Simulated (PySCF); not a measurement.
# CH3NSeSi: NMR shifts at several levels of theory, part 2 of 2

PySCF 2.14.0. Atoms count from 0. The steps go on from the part before.

**7. NMR shieldings: CAM-B3LYP/pcSseg-2**

What the job is given:

```
{"job": {"kind": "nmr", "xc": "CAM-B3LYP", "basis": "pcSseg-2", "pop": false}, "charge": 0, "multiplicity": 1}
N      2.216525    -1.437410     0.144524
C      1.390721    -0.625493     0.079082
Si     0.027850     0.634341    -0.020478
Se    -1.845181    -0.284295    -0.906482
H      0.462698     1.697980    -0.961709
H     -0.170778     1.150765     1.359454
H     -2.047945    -1.164939     0.255658
```

Level: GIAO CAM-B3LYP/pcSseg-2 NMR shielding, non-relativistic, gas phase.

The program printed:

```text
coarse grid: 31464 points
cycle   1  E = -2785.8337653142  dE = -8.204e-01  |g| = 9.902e-01  |ddm| = 2.137e+00
cycle   2  E = -2785.7583465071  dE =  7.542e-02  |g| = 9.813e-01  |ddm| = 6.607e-01
cycle   3  E = -2785.8766885256  dE = -1.183e-01  |g| = 3.864e-01  |ddm| = 5.327e-01
cycle   4  E = -2785.9062692887  dE = -2.958e-02  |g| = 7.405e-02  |ddm| = 1.726e-01
cycle   5  E = -2785.9068955743  dE = -6.263e-04  |g| = 9.441e-03  |ddm| = 2.894e-02
cycle   6  E = -2785.9069078545  dE = -1.228e-05  |g| = 4.098e-03  |ddm| = 9.886e-03
cycle   7  E = -2785.9069116406  dE = -3.786e-06  |g| = 6.563e-04  |ddm| = 3.992e-03
final grid: 63320 points
cycle   8  E = -2785.9068727476  dE =  1.834e-08  |g| = 8.849e-04  |ddm| = 1.093e-03
cycle   9  E = -2785.9068723825  dE =  3.651e-07  |g| = 1.620e-03  |ddm| = 1.021e-03
cycle  10  E = -2785.9068729080  dE = -5.255e-07  |g| = 9.936e-05  |ddm| = 6.688e-04
cycle  11  E = -2785.9068729105  dE = -2.527e-09  |g| = 1.345e-05  |ddm| = 7.736e-05
cycle  12  E = -2785.9068729106  dE = -8.686e-11  |g| = 5.811e-06  |ddm| = 2.618e-05
converged SCF energy = -2785.9068729106

GIAO shielding tensors (ppm)
atom      isotropic    diamagn.    paramagn.     s11        s22        s33       span
  0 N     -108.821     329.785    -438.607   -311.799   -297.668    283.004    594.802
  1 C       51.873     264.467    -212.594    -72.478    -63.302    291.400    363.878
  2 Si     391.641     876.352    -484.711    344.957    388.302    441.662     96.705
  3 Se    2134.782    3000.433    -865.650   1864.070   2070.680   2469.596    605.526
  4 H       26.543      27.632      -1.089     22.800     24.798     32.031      9.230
  5 H       26.386      27.954      -1.568     22.178     24.895     32.085      9.906
  6 H       30.494      29.925       0.568     21.183     25.657     44.641     23.458
```

Run time: 45 s. Hardware: 1 thread of Arm Neoverse N1, shared host; peak memory 1.1 GiB.

Key values: δ C1 130.7, N0 370.7, Si2 -62.7, Se3 -424, H4 4.87, H6 0.84 ppm (means over like atoms).

**8. Nuclear shieldings: wB97X-D/pcSseg-2**

Settings changed since step 7:

```diff
@@ -1,2 +1,2 @@
-{"job": {"kind": "nmr", "xc": "CAM-B3LYP", "basis": "pcSseg-2", "pop": false}, "charge": 0, "multiplicity": 1}
+{"job": {"kind": "nmr", "xc": "wB97X-D", "basis": "pcSseg-2", "pop": false}, "charge": 0, "multiplicity": 1}
 N      2.216525    -1.437410     0.144524
```

Method: GIAO wB97X-D/pcSseg-2 NMR shielding, non-relativistic, gas phase.

The program printed:

```text
coarse grid: 31464 points
cycle   1  E = -2785.7614634792  dE = -8.401e-01  |g| = 9.725e-01  |ddm| = 2.137e+00
cycle   2  E = -2785.7035985578  dE =  5.786e-02  |g| = 9.358e-01  |ddm| = 6.423e-01
cycle   3  E = -2785.8214138832  dE = -1.178e-01  |g| = 3.144e-01  |ddm| = 4.860e-01
cycle   4  E = -2785.8410223593  dE = -1.961e-02  |g| = 6.909e-02  |ddm| = 1.442e-01
cycle   5  E = -2785.8416062675  dE = -5.839e-04  |g| = 9.331e-03  |ddm| = 2.905e-02
cycle   6  E = -2785.8416224758  dE = -1.621e-05  |g| = 4.077e-03  |ddm| = 1.061e-02
cycle   7  E = -2785.8416266029  dE = -4.127e-06  |g| = 5.928e-04  |ddm| = 4.420e-03
final grid: 63320 points
cycle   8  E = -2785.8413358806  dE = -1.803e-06  |g| = 7.752e-04  |ddm| = 3.311e-03
cycle   9  E = -2785.8413357410  dE =  1.397e-07  |g| = 1.182e-03  |ddm| = 8.577e-04
cycle  10  E = -2785.8413360173  dE = -2.764e-07  |g| = 9.736e-05  |ddm| = 5.102e-04
cycle  11  E = -2785.8413360199  dE = -2.586e-09  |g| = 5.394e-05  |ddm| = 1.097e-04
cycle  12  E = -2785.8413360203  dE = -4.202e-10  |g| = 1.158e-05  |ddm| = 4.474e-05
converged SCF energy = -2785.8413360203

GIAO shielding tensors (ppm)
atom      isotropic    diamagn.    paramagn.     s11        s22        s33       span
  0 N     -109.412     330.387    -439.799   -313.223   -298.777    283.765    596.989
  1 C       54.620     264.921    -210.300    -68.084    -59.251    291.196    359.280
  2 Si     402.265     876.674    -474.409    356.685    400.247    449.864     93.179
  3 Se    2163.875    3000.832    -836.956   1897.130   2096.567   2497.930    600.800
  4 H       26.536      27.615      -1.079     22.785     24.775     32.047      9.263
  5 H       26.394      27.974      -1.579     22.177     24.885     32.121      9.943
  6 H       30.526      29.926       0.600     21.149     25.581     44.848     23.700
```

It took 43 s on 1 thread of Arm Neoverse N1, shared host; peak memory 1 GiB.

Key values: δ C1 129.8, N0 369.5, Si2 -61.6, Se3 -419, H4 4.89, H6 0.83 ppm (means over like atoms).

**9. NMR shieldings: LC-wPBE/pcSseg-2**

Settings changed since step 8:

```diff
@@ -1,2 +1,2 @@
-{"job": {"kind": "nmr", "xc": "wB97X-D", "basis": "pcSseg-2", "pop": false}, "charge": 0, "multiplicity": 1}
+{"job": {"kind": "nmr", "xc": "LC-wPBE", "basis": "pcSseg-2", "pop": false}, "charge": 0, "multiplicity": 1}
 N      2.216525    -1.437410     0.144524
```

Method: GIAO LC-wPBE/pcSseg-2 NMR shielding, non-relativistic, gas phase.

The program printed:

```text
coarse grid: 31464 points
cycle   1  E = -2785.2348181258  dE = -8.507e-01  |g| = 1.088e+00  |ddm| = 2.143e+00
cycle   2  E = -2785.2119842014  dE =  2.283e-02  |g| = 9.602e-01  |ddm| = 6.147e-01
cycle   3  E = -2785.3163481020  dE = -1.044e-01  |g| = 2.549e-01  |ddm| = 4.297e-01
cycle   4  E = -2785.3285778287  dE = -1.223e-02  |g| = 7.455e-02  |ddm| = 1.255e-01
cycle   5  E = -2785.3293577179  dE = -7.799e-04  |g| = 1.165e-02  |ddm| = 3.403e-02
cycle   6  E = -2785.3293922237  dE = -3.451e-05  |g| = 4.583e-03  |ddm| = 1.335e-02
cycle   7  E = -2785.3293979432  dE = -5.719e-06  |g| = 6.243e-04  |ddm| = 5.531e-03
final grid: 63320 points
cycle   8  E = -2785.3293154500  dE = -2.177e-07  |g| = 5.636e-04  |ddm| = 1.580e-03
cycle   9  E = -2785.3293155025  dE = -5.256e-08  |g| = 8.083e-04  |ddm| = 6.718e-04
cycle  10  E = -2785.3293155425  dE = -4.001e-08  |g| = 6.474e-05  |ddm| = 3.385e-04
cycle  11  E = -2785.3293155461  dE = -3.529e-09  |g| = 3.462e-05  |ddm| = 1.428e-04
cycle  12  E = -2785.3293155467  dE = -6.298e-10  |g| = 1.004e-05  |ddm| = 6.973e-05
converged SCF energy = -2785.3293155467

GIAO shielding tensors (ppm)
atom      isotropic    diamagn.    paramagn.     s11        s22        s33       span
  0 N     -106.134     330.334    -436.468   -310.191   -297.646    289.435    599.625
  1 C       53.148     265.057    -211.908    -70.323    -62.374    292.142    362.464
  2 Si     406.360     876.438    -470.077    361.874    405.923    451.283     89.409
  3 Se    2199.498    3000.333    -800.835   1918.674   2139.680   2540.141    621.468
  4 H       26.573      27.657      -1.084     22.787     24.758     32.174      9.387
  5 H       26.486      27.984      -1.498     22.290     24.920     32.248      9.958
  6 H       30.366      29.767       0.598     20.866     25.243     44.988     24.121
```

Run time: 50 s. Hardware: 1 thread of Arm Neoverse N1, shared host; peak memory 0.88 GiB.

This run: δ C1 135.1, N0 370.2, Si2 -59.7, Se3 -406, H4 4.79, H6 0.95 ppm (means over like atoms).

**10. Shielding tensors: PBE0/STO-3G**

Settings changed since step 9:

```diff
@@ -1,2 +1,2 @@
-{"job": {"kind": "nmr", "xc": "LC-wPBE", "basis": "pcSseg-2", "pop": false}, "charge": 0, "multiplicity": 1}
+{"job": {"kind": "nmr", "xc": "PBE0", "basis": "STO-3G", "pop": true}, "charge": 0, "multiplicity": 1}
 N      2.216525    -1.437410     0.144524
```

Level: GIAO PBE0/STO-3G NMR shielding, non-relativistic, gas phase.

The program printed:

```text
coarse grid: 31464 points
cycle   1  E = -2753.9115831770  dE = -2.852e+00  |g| = 5.584e-01  |ddm| = 3.479e+00
cycle   2  E = -2753.8221595404  dE =  8.942e-02  |g| = 8.833e-01  |ddm| = 2.221e+00
cycle   3  E = -2754.0393088323  dE = -2.171e-01  |g| = 2.646e-01  |ddm| = 1.206e+00
cycle   4  E = -2754.0595185204  dE = -2.021e-02  |g| = 2.263e-02  |ddm| = 3.384e-01
cycle   5  E = -2754.0596852711  dE = -1.668e-04  |g| = 4.605e-03  |ddm| = 4.079e-02
cycle   6  E = -2754.0596946323  dE = -9.361e-06  |g| = 4.375e-04  |ddm| = 9.620e-03
final grid: 63320 points
cycle   7  E = -2754.0596138935  dE = -4.069e-08  |g| = 4.358e-04  |ddm| = 1.562e-03
cycle   8  E = -2754.0596137334  dE =  1.601e-07  |g| = 9.235e-04  |ddm| = 1.334e-03
cycle   9  E = -2754.0596139476  dE = -2.142e-07  |g| = 9.356e-05  |ddm| = 8.901e-04
cycle  10  E = -2754.0596139508  dE = -3.176e-09  |g| = 2.598e-06  |ddm| = 1.477e-04
cycle  11  E = -2754.0596139508  dE = -5.457e-12  |g| = 6.661e-07  |ddm| = 6.539e-06
converged SCF energy = -2754.0596139508

GIAO shielding tensors (ppm)
atom      isotropic    diamagn.    paramagn.     s11        s22        s33       span
  0 N       28.291     321.335    -293.044   -116.378   -111.033    312.285    428.662
  1 C      136.396     266.863    -130.467     58.240     61.511    289.437    231.197
  2 Si     575.718     868.549    -292.831    521.719    589.524    615.911     94.191
  3 Se    2767.015    2974.842    -207.827   2541.845   2754.183   3005.017    463.172
  4 H       29.705      29.825      -0.119     25.094     27.328     36.694     11.600
  5 H       29.788      30.466      -0.677     25.374     27.475     36.516     11.142
  6 H       33.430      32.066       1.364     23.435     29.065     47.789     24.355
```

It took 4.4 s on 1 thread of Arm Neoverse N1, shared host; peak memory 0.49 GiB.

Key values: δ C1 98.3, N0 266.4, Si2 -58.1, Se3 -304, H4 2.86, H6 -0.82 ppm (means over like atoms).

**11. Nuclear shieldings: PBE0/6-31G**

Settings changed since step 10:

```diff
@@ -1,2 +1,2 @@
-{"job": {"kind": "nmr", "xc": "PBE0", "basis": "STO-3G", "pop": true}, "charge": 0, "multiplicity": 1}
+{"job": {"kind": "nmr", "xc": "PBE0", "basis": "6-31G", "pop": true}, "charge": 0, "multiplicity": 1}
 N      2.216525    -1.437410     0.144524
```

With the program's defaults for keys left out, this is: GIAO PBE0/6-31G NMR shielding, non-relativistic, gas phase.

The program printed:

```text
coarse grid: 31464 points
cycle   1  E = -2784.6769598474  dE = -5.392e-01  |g| = 4.250e-01  |ddm| = 2.783e+00
cycle   2  E = -2784.5488341519  dE =  1.281e-01  |g| = 8.622e-01  |ddm| = 1.336e+00
cycle   3  E = -2784.7238464556  dE = -1.750e-01  |g| = 1.495e-01  |ddm| = 7.542e-01
cycle   4  E = -2784.7289854957  dE = -5.139e-03  |g| = 2.498e-02  |ddm| = 1.849e-01
cycle   5  E = -2784.7291232582  dE = -1.378e-04  |g| = 5.798e-03  |ddm| = 3.735e-02
cycle   6  E = -2784.7291326303  dE = -9.372e-06  |g| = 8.086e-04  |ddm| = 8.434e-03
final grid: 63320 points
cycle   7  E = -2784.7290897680  dE = -7.034e-09  |g| = 9.381e-04  |ddm| = 2.433e-03
cycle   8  E = -2784.7290890647  dE =  7.033e-07  |g| = 2.030e-03  |ddm| = 2.448e-03
cycle   9  E = -2784.7290899866  dE = -9.218e-07  |g| = 2.861e-04  |ddm| = 1.467e-03
cycle  10  E = -2784.7290900088  dE = -2.221e-08  |g| = 1.503e-05  |ddm| = 3.204e-04
cycle  11  E = -2784.7290900088  dE = -4.457e-11  |g| = 3.410e-06  |ddm| = 2.328e-05
converged SCF energy = -2784.7290900088

GIAO shielding tensors (ppm)
atom      isotropic    diamagn.    paramagn.     s11        s22        s33       span
  0 N      -71.842     330.226    -402.068   -259.465   -246.921    290.861    550.326
  1 C       80.486     268.875    -188.389    -29.369    -20.699    291.526    320.895
  2 Si     482.743     880.781    -398.038    436.898    482.520    528.810     91.912
  3 Se    2315.837    2995.407    -679.570   2067.299   2258.783   2621.429    554.131
  4 H       28.128      28.133      -0.005     23.735     26.062     34.585     10.850
  5 H       27.948      28.385      -0.437     23.468     26.126     34.250     10.782
  6 H       32.068      29.666       2.402     22.608     27.890     45.705     23.097
```

It took 9 s on 1 thread of Arm Neoverse N1, shared host; peak memory 0.49 GiB.

Key values: δ C1 119.0, N0 332.5, Si2 -38.0, Se3 -328, H4 4.57, H6 0.54 ppm (means over like atoms).

**12. Comparing the runs: NMR shifts**

Shifts (ppm), means over like atoms, with basis size and wall time:

```tsv
run	C1	H4	H6	N0	Si2	Se3	functions	time
PBE0/pcSseg-2	128.7	4.99	0.93	371.2	-62.7	-413	220	35 s
mPW1PW91/pcSseg-2	128.5	4.96	0.90	371.0	-61.9	-414	220	35 s
WP04/pcSseg-2	125.0	4.40	0.35	354.8	-54.7	-457	220	35 s
B97-2/pcSseg-2	125.7	4.90	0.85	361.2	-61.3	-418	220	34 s
BHandHLYP/pcSseg-2	130.9	4.77	0.90	373.8	-60.2	-398	220	33 s
CAM-B3LYP/pcSseg-2	130.7	4.87	0.84	370.7	-62.7	-424	220	45 s
wB97X-D/pcSseg-2	129.8	4.89	0.83	369.5	-61.6	-419	220	43 s
LC-wPBE/pcSseg-2	135.1	4.79	0.95	370.2	-59.7	-406	220	50 s
PBE0/STO-3G	98.3	2.86	-0.82	266.4	-58.1	-304	40	4.4 s
PBE0/6-31G	119.0	4.57	0.54	332.5	-38.0	-328	64	9 s
```

**13. Results**

What follows sums up all 2 parts.

| quantity | value |
| --- | --- |
| ¹³C shifts against TMS (PBE0/pcSseg-2) | 128.7 ppm |
| ¹H shifts against TMS (PBE0/pcSseg-2, means over atoms taken as alike) | 4.99, 0.93 ppm |
| ¹⁵N shifts against NH3 (PBE0/pcSseg-2) | 371.2 ppm |
| ²⁹Si shifts against TMS (PBE0/pcSseg-2) | -62.7 ppm |
| ⁷⁷Se shifts against Me2Se (PBE0/pcSseg-2) | -413 ppm |
| range of the shift of Se3 | -457 to -304 ppm |
| property runs in this session | 10, of which 0 failed and 1 gave unsound results |

What this shows: Single values in the summary come from the first run of each kind that ended normally (PBE0/pcSseg-2), which need not be the best level. Across the 10 runs the shift of Se3 moves most, between -457 (WP04/pcSseg-2) and -304 ppm (PBE0/STO-3G). A minimal basis is unusable for shieldings, so that end is no result. Spin-orbit coupling is left out, which matters for shieldings and couplings at and beside the heavy atoms.
